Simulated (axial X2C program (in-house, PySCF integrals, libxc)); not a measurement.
# A two-component session on InH⁺: properties at the nuclei

Aim: properties at the nuclei of InH⁺, with spin–orbit coupling in the Hamiltonian from the start.

Program: an in-house X2C program for linear molecules on PySCF integrals. Level of theory: two-component X2C with atomic mean-field terms, In dyall-acv3z, H dyall-av3z. These are calculated values, not measurements.

### Step 1. Set-up

Input file task.json:

```json
{
 "zs": [
  49,
  1
 ],
 "q": 1,
 "bas": [
  "dyall-acv3z",
  "dyall-av3z"
 ],
 "r0": 1.74,
 "levels": [
  "PBE0",
  "HF",
  "B3LYP"
 ],
 "nst": 1,
 "ff": 1,
 "thr": -3.5,
 "nmax": 130,
 "opt": {
  "ecut": 60
 }
}
```

Keys: zs atomic numbers; q charge; bas basis sets; r0 starting distance in Å; levels methods (HF also brings MP2); nst determinants followed; ff finite-field run; thr threshold in hartree for freezing inner shells (an s shell follows its p shell); nmax most natural virtual spinors; ecut virtual cutoff in hartree.

On the command line:

```console
$ python soeom.py task.json out
```

Nuclei are Gaussian, cores are contracted, and the Gaunt term is on.

### Step 2. Expectation values, lowest determinant

R = 1.853 Å. State: Ω = 1/2 (excess of +ω over −ω: ω = 1/2).

Output of the PBE0 run:

```text
two-component X2C + atomic mean field  PBE0
basis functions 171  fitting functions 875  grid points 5070
iter        total energy     max residual
   1      -5878.498972389     1.28e-05
   2      -5878.498972398     1.18e-05
   3      -5878.498972401     2.97e-06
   4      -5878.498972401     6.30e-07
converged
one-electron -8101.49712826  Coulomb 2373.29771237  exact exchange -39.66414382  xc functional -121.35271133  nuclear repulsion 13.99335312  atomic mean-field constant -3.27605447
```

The highest occupied spinor is 36% In p, 31% In s, 24% H s.

| level | Eeff magnitude (GV/cm) | Ws magnitude In (kHz) | A∥/gI In (MHz) | qzz In (a.u.) | A∥/gI H (MHz) | qzz H (a.u.) |
| --- | --- | --- | --- | --- | --- | --- |
| PBE0 | 16.9 | 19.5 | 3280 | -3.70 | 161 | 0.05 |
| HF | 22.3 | 26 | 3060 | -4.45 | 167 | 0.05 |
| B3LYP | 15.9 | 18.4 | 3240 | -3.48 | 174 | 0.05 |

Eeff is the effective electric field on the electron dipole moment in this Ω state and Ws the scalar–pseudoscalar constant (defined with the proton number Z and per Ω); A∥ is the parallel hyperfine constant, which follows by multiplying with the nuclear g factor gI = μI/(I μN); qzz is the electric field gradient, eQq0 = 234.96 MHz × Q/barn × qzz. The operators were transformed with the bare-nucleus X2C matrices.

### Step 3. Finite-field coupled cluster

Output:

```text
two-component X2C + atomic mean field  HF
basis functions 171  fitting functions 875  grid points 5070
iter        total energy     max residual
   1      -5876.138692536     2.19e-01
   2      -5876.159140590     5.54e-03
   3      -5876.160263829     2.81e-03
   4      -5876.160523616     1.60e-03
   5      -5876.160584633     8.70e-04
   6      -5876.160609104     3.70e-04
   7      -5876.160616716     2.42e-04
   8      -5876.160619146     1.47e-04
   9      -5876.160620279     3.00e-05
  10      -5876.160620337     6.53e-06
  11      -5876.160620340     2.01e-06
  12      -5876.160620340     1.15e-06
converged
one-electron -8101.00757858  Coulomb 2372.87603537  exact exchange -158.74637578  xc functional 0.00000000  nuclear repulsion 13.99335312  atomic mean-field constant -3.27605447
correlated 13  virtual 261  natural virtual 130  E(MP2) -0.469670945  MP2 remainder -0.004433471
iter   CCSD correlation   residual
   1     -0.429366891   1.10e-01
   2     -0.439633656   4.44e-02
   3     -0.441352968   2.22e-02
   4     -0.441333177   5.46e-03
   5     -0.441413371   1.54e-03
   6     -0.441410694   5.14e-04
   7     -0.441408707   2.39e-04
   8     -0.441411342   1.05e-04
   9     -0.441409477   3.11e-05
  10     -0.441409791   1.02e-05
  11     -0.441409696   4.00e-06
  12     -0.441409799   1.89e-06
  13     -0.441409807   6.90e-07
(T) -0.013688599  T1 0.0278  D1 0.0700  max T2 0.096
```

T1 in the output is the amplitude norm over the root of the electron number; divide by √2 for the Lee–Taylor value.

13 electrons correlated in 130 natural virtual spinors, MP2 remainder added; T1 = 0.020.

| level | Eeff magnitude (GV/cm) | Ws magnitude In (kHz) | A∥/gI In (MHz) | qzz In (a.u.) | A∥/gI H (MHz) |
| --- | --- | --- | --- | --- | --- |
| HF | 22.3 | 26 | 3060 | -4.45 | 167 |
| MP2 | 17.4 | 20.3 | 2820 | -3.16 | 177 |
| CCSD | 17.2 | 20 | 3450 | -3.74 | 160 |
| CCSD(T) | 16.5 | 19.3 | 3420 | -3.64 | 161 |

### Step 4. Outcome

```
                       quantity                                    value
             lowest determinant  Ω = 1/2 (excess of +ω over −ω: ω = 1/2)
   Eeff magnitude (GV/cm), PBE0                                     16.9
    Ws magnitude In (kHz), PBE0                                     19.5
           A∥/gI In (MHz), PBE0                                     3280
            qzz In (a.u.), PBE0                                    -3.70
Eeff magnitude (GV/cm), CCSD(T)                                     16.5
 Ws magnitude In (kHz), CCSD(T)                                     19.3
        A∥/gI In (MHz), CCSD(T)                                     3420
         qzz In (a.u.), CCSD(T)                                    -3.64
```

What this shows: In the first state, the effective field runs from 15.9 to 22.3 GV/cm over the mean-field levels. The expectation values come from single determinants, which for open shells can mix terms of unlike spin or miss the lowest Ω, so a determinant need not be a state. Eeff is the effective electric field on the electron dipole moment in this Ω state and Ws the scalar–pseudoscalar constant (defined with the proton number Z and per Ω); A∥ is the parallel hyperfine constant, which follows by multiplying with the nuclear g factor gI = μI/(I μN); qzz is the electric field gradient, eQq0 = 234.96 MHz × Q/barn × qzz. The operators were transformed with the bare-nucleus X2C matrices. Correlation of the inner shells is missing, which matters for properties at the nucleus.
